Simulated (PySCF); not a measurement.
# C3H3F2GeN: the cost of one run

The runs use PySCF 2.14.0, with density-fitted response routines of our own; the level of theory stands in each step. All values are computed, except where a source is named. Atoms count from 0, in the outputs and in this text.

## 1. Starting geometry

10 atoms, charge 0, multiplicity 1; geometry from: GFN2-xTB. The atoms were then displaced at random by about 0.01 Å, so the start is not that level's minimum.

Bonds of the start (Å): N0–C1 1.17, C1–C2 1.43, C2–F3 1.34, C2–C4 1.32, C4–Ge5 1.96, Ge5–F6 1.74, C4–H7 1.08, Ge5–H8 1.49, Ge5–H9 1.50.

## 2. Geometry optimisation at PBE0-D3(BJ)/def2-SVP

Job settings and geometry (Å):

```
{"job": {"xc": "PBE0", "basis": "def2-SVP", "d3": "d3bj", "grid": 1, "shake": 0.01, "kind": "geom"}, "charge": 0, "multiplicity": 1}
N      3.615690    -0.391020     0.090070
C      2.467850    -0.215560     0.253310
C      1.055450    -0.039460     0.415450
F      0.722150     0.424780     1.630140
C      0.149510    -0.310240    -0.505620
Ge    -1.737060     0.066010    -0.107080
F     -1.968580     1.643370    -0.793950
H      0.484560    -0.665000    -1.464210
H     -2.670490    -0.787320    -0.888000
H     -2.068640     0.253510     1.348830
```

The run is started by

```bash
$ OMP_NUM_THREADS=1 python probes_run.py task.json out
```

This one command runs all jobs of the session in turn.

Q: Estimate the wall time and peak memory of this first job on 1 thread of Arm Neoverse V1, shared host.

About 56 s, with a peak of 0.54 GiB.
